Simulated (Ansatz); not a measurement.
**C₃H₆BN: up Jacob's ladder to CCSD(T)**

The task here is to estimate one member of a computed series from the others.

Program: Ansatz 0.2.0, Gaussian basis. Level of theory: functionals in def2-TZVPP, the program's frozen cores in correlated methods. These are calculated values, not measurements.

Levels to be run: LDA (SPW92), PBE-D4, revPBE-D4, BLYP-D4, r2SCAN-D4, B97M-V, PBE0-D4, B3LYP-D4, r2SCANh-D4, r2SCAN0-D4, HSE06-D4, BHLYP-D4, CAM-B3LYP-D4, LC-ωPBE, ωB97X-V, ωB97M-V, B2PLYP, PBE-QIDH; CCSD(T)/def2-SVP; CCSD(T)/def2-TZVPP; RPA on PBE.

1 further run of the same task is left out (it didn't finish).

## The relaxed structure

All runs share one geometry, relaxed beforehand with PBE0-D4 in a triple-zeta def2 set.

SMILES `BC1CC=N1`, 11 atoms, charge 0, spin multiplicity 1.

Atoms are counted from 1 here; the program's logs count them from 0.

Bond lengths: B1–C2 1.536 Å, B1–H6 1.197 Å, B1–H7 1.196 Å, C2–C3 1.592 Å, C2–N5 1.483 Å, C2–H8 1.091 Å, C3–C4 1.493 Å, C3–H9 1.096 Å, C3–H10 1.090 Å, C4–N5 1.277 Å, C4–H11 1.089 Å. Angles: C2–B1–H6 118.6°, C2–B1–H7 120.5°, H6–B1–H7 120.4°, B1–C2–C3 100.0°, B1–C2–N5 120.2°, B1–C2–H8 117.3°, C3–C2–N5 88.0°, C3–C2–H8 113.3°, N5–C2–H8 112.8°, C2–C3–C4 79.9°, C2–C3–H9 118.6°, C2–C3–H10 113.6°, C4–C3–H9 116.3°, C4–C3–H10 117.4°, H9–C3–H10 108.9°, C3–C4–N5 100.6°, C3–C4–H11 132.7°, N5–C4–H11 126.6° and more.

Set-up of the first run:

Input file in.yaml:

```yaml
crystal:
  periodic: [false, false, false]
  atoms:
    - {symbol: B, position_ang: [-0.877619, 1.275421, 0.402901]}
    - {symbol: C, position_ang: [-0.289262, 0.340912, -0.665089]}
    - {symbol: C, position_ang: [0.903875, -0.310021, 0.163443]}
    - {symbol: C, position_ang: [0.109986, -1.533035, -0.157442]}
    - {symbol: N, position_ang: [-0.838193, -1.024440, -0.845870]}
    - {symbol: H, position_ang: [-0.458031, 2.393839, 0.480795]}
    - {symbol: H, position_ang: [-1.630618, 0.853119, 1.230289]}
    - {symbol: H, position_ang: [0.034312, 0.793546, -1.604027]}
    - {symbol: H, position_ang: [1.003627, -0.059885, 1.225617]}
    - {symbol: H, position_ang: [1.876976, -0.203304, -0.316874]}
    - {symbol: H, position_ang: [0.230346, -2.583053, 0.106758]}
basis:
  gaussian: {orbitals: def2-TZVPP}
hamiltonian: {xc: lda}
output: {orbitals: {seedname: orbitals}}
```

Among the steps run: LDA; PBE-D4 (GGA); revPBE-D4 (GGA); BLYP-D4 (GGA); r2SCAN-D4 (meta-GGA); B97M-V (meta-GGA); PBE0-D4 (hybrid); B3LYP-D4 (hybrid); r2SCANh-D4 (hybrid); r2SCAN0-D4 (hybrid); HSE06-D4 (hybrid); BHLYP-D4 (hybrid); CAM-B3LYP-D4 (range-separated); LC-ωPBE (range-separated); ωB97X-V (range-separated); ωB97M-V (range-separated); B2PLYP (double hybrid); PBE-QIDH (double hybrid).

One of the session's tables, all rows but one given; the rest of the session is left out.

It belongs to the step «Orbital energies across the functionals». 

```
  functional  HOMO (eV)  gap (eV)
 LDA (SPW92)      -6.24      3.65
      PBE-D4      -6.13      3.83
   revPBE-D4      -6.08      3.91
     BLYP-D4      -6.03      3.87
   r2SCAN-D4      -6.41      4.53
      B97M-V      -6.61      4.61
     PBE0-D4      -7.62      6.35
    B3LYP-D4      -7.38      5.88
  r2SCANh-D4      -6.97      5.44
  r2SCAN0-D4          ?         ?
    HSE06-D4      -7.22      5.56
    BHLYP-D4      -9.03      8.80
CAM-B3LYP-D4      -9.07      8.87
     LC-ωPBE     -10.43     11.47
     ωB97X-V     -10.09     11.01
     ωB97M-V     -10.02     10.65
```

Estimate the missing values for r2SCAN0-D4.

Worked estimate for «HOMO (eV)». Against the share of exact exchange, r2SCAN-D4 (0, -6.41), r2SCANh-D4 (0.1, -6.97) give a slope of -5.60 per unit share; at 0.25 the line stands at -7.81.

**Answer.** HOMO (eV): -7.81; gap (eV): 6.79. In «HOMO (eV)» the line misses by 0.00.
